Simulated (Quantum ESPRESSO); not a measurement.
A calculation with Quantum ESPRESSO 7.5 of Bi7Pt (native input, structure typed inline):

The input pw.in:

```
&CONTROL
  calculation = 'scf'
  prefix = 'pwscf'
  outdir = './tmp'
  pseudo_dir = './pseudo'
  tprnfor = .true.
  tstress = .true.
  disk_io = 'low'
/
&SYSTEM
  ibrav = 0
  nat = 8
  ntyp = 2
  ecutwfc = 55
  ecutrho = 440
  nbnd = 77
  occupations = 'smearing'
  smearing = 'fd'
  degauss = 0.00367493
/
&ELECTRONS
  conv_thr = 1.6d-09
  electron_maxstep = 120
  mixing_beta = 0.5
/
ATOMIC_SPECIES
Bi   208.9804 Bi_pbe_v1.uspp.F.UPF
Pt   195.0840 pt_pbe_v1.4.uspp.F.UPF
CELL_PARAMETERS angstrom
  -3.8681624600    3.8681624600    3.8681624600
   3.8681624600   -3.8681624600    3.8681624600
   3.8681624600    3.8681624600   -3.8681624600
ATOMIC_POSITIONS crystal
Bi     0.0000000000    0.5000000000    0.5000000000
Bi     0.5000000000    0.0000000000    0.5000000000
Bi     0.5000000000    0.5000000000    0.0000000000
Bi     0.5000000000    0.5000000000    0.5000000000
Bi     0.0000000000    0.0000000000    0.5000000000
Bi     0.0000000000    0.5000000000    0.0000000000
Bi     0.5000000000    0.0000000000    0.0000000000
Pt     0.0000000000    0.0000000000    0.0000000000
K_POINTS automatic
5 5 5 0 0 0
```

Contents of pp_density.in:

```
&INPUTPP
  prefix = 'pwscf'
  outdir = './tmp'
  filplot = 'density.dat'
  plot_num = 0
/
&PLOT
  nfile = 1
  filepp(1) = 'density.dat'
  iflag = 3
  output_format = 6
  fileout = 'density.cube'
/
```

pp_potential.in

```
&INPUTPP
  prefix = 'pwscf'
  outdir = './tmp'
  filplot = 'potential.dat'
  plot_num = 11
/
&PLOT
  nfile = 1
  filepp(1) = 'potential.dat'
  iflag = 3
  output_format = 6
  fileout = 'potential.cube'
/
```

Potentials or basis: SSSP 1.3 efficiency PBE.

Launch:

```bash
$ OMP_NUM_THREADS=1 pw.x -in pw.in > pw.out
$ OMP_NUM_THREADS=1 pp.x -in pp_density.in > pp_density.out
$ OMP_NUM_THREADS=1 pp.x -in pp_potential.in > pp_potential.out
```

The cell was built by a generator and needn't be a form met in nature.

**Question.** Write the same calculation in another form: ASE script, structure from a P1 CIF.

**Answer.** As run:

The input run.py:

```python
import numpy as np
from ase.calculators.espresso import Espresso, EspressoProfile
from ase.io import read

atoms = read('Bi7Pt.cif')

input_data = {
    'control': {'calculation': 'scf', 'prefix': 'pwscf', 'outdir': './tmp', 'tprnfor': True, 'tstress': True, 'disk_io': 'nowf'},
    'system': {'ecutwfc': 55.0, 'ecutrho': 440.0, 'nbnd': 77, 'occupations': 'smearing', 'smearing': 'fd', 'degauss': 0.00367493},
    'electrons': {'conv_thr': 1.6e-09, 'electron_maxstep': 120, 'mixing_beta': 0.5},
}
pseudopotentials = {'Pt': 'pt_pbe_v1.4.uspp.F.UPF', 'Bi': 'Bi_pbe_v1.uspp.F.UPF'}
profile = EspressoProfile(command='pw.x', pseudo_dir='pseudo')
dft = Espresso(profile=profile, input_data=input_data, pseudopotentials=pseudopotentials, kpts=(5, 5, 5), koffset=(0, 0, 0))
atoms.calc = dft

print(f'energy {atoms.get_potential_energy():.8f} eV')
print('forces (eV/A)')
print(np.round(atoms.get_forces(), 6))
print('stress (eV/A^3, Voigt)')
print(np.round(atoms.get_stress(), 8))
print(f'Fermi level {dft.get_fermi_level():.4f} eV')
```

Contents of Bi7Pt.cif:

```cif
data_Bi7Pt
_cell_length_a 6.69985391
_cell_length_b 6.69985391
_cell_length_c 6.69985391
_cell_angle_alpha 109.47122063
_cell_angle_beta 109.47122063
_cell_angle_gamma 109.47122063
_space_group_name_H-M_alt 'P1'
_space_group_name_Hall 'P 1'
_space_group_IT_number 1
loop_
_space_group_symop_operation_xyz
'x,y,z'
loop_
_atom_site_label
_atom_site_type_symbol
_atom_site_symmetry_multiplicity
_atom_site_Wyckoff_symbol
_atom_site_fract_x
_atom_site_fract_y
_atom_site_fract_z
_atom_site_occupancy
Bi1 Bi 1 a 0.0000000000 0.5000000000 0.5000000000 1
Bi2 Bi 1 a 0.5000000000 0.0000000000 0.5000000000 1
Bi3 Bi 1 a 0.5000000000 0.5000000000 0.0000000000 1
Bi4 Bi 1 a 0.5000000000 0.5000000000 0.5000000000 1
Bi5 Bi 1 a 0.0000000000 0.0000000000 0.5000000000 1
Bi6 Bi 1 a 0.0000000000 0.5000000000 0.0000000000 1
Bi7 Bi 1 a 0.5000000000 0.0000000000 0.0000000000 1
Pt1 Pt 1 a 0.0000000000 0.0000000000 0.0000000000 1
```

Potentials or basis: SSSP 1.3 efficiency PBE.

Launch:

```sh
$ OMP_NUM_THREADS=1 python run.py
```

Both were run:

|  | native input, structure typed inline | ASE script, structure from a P1 CIF |
| --- | --- | --- |
| Pressure | -0.1 GPa | -0.1 GPa |
| Band gap on the k mesh | none (metal or under the smearing width) | none (metal or under the smearing width) |

Keys that steer only the numerical path or the files written may differ.

Caveat: spin-orbit coupling is left out, which moves the levels of the heavy elements.
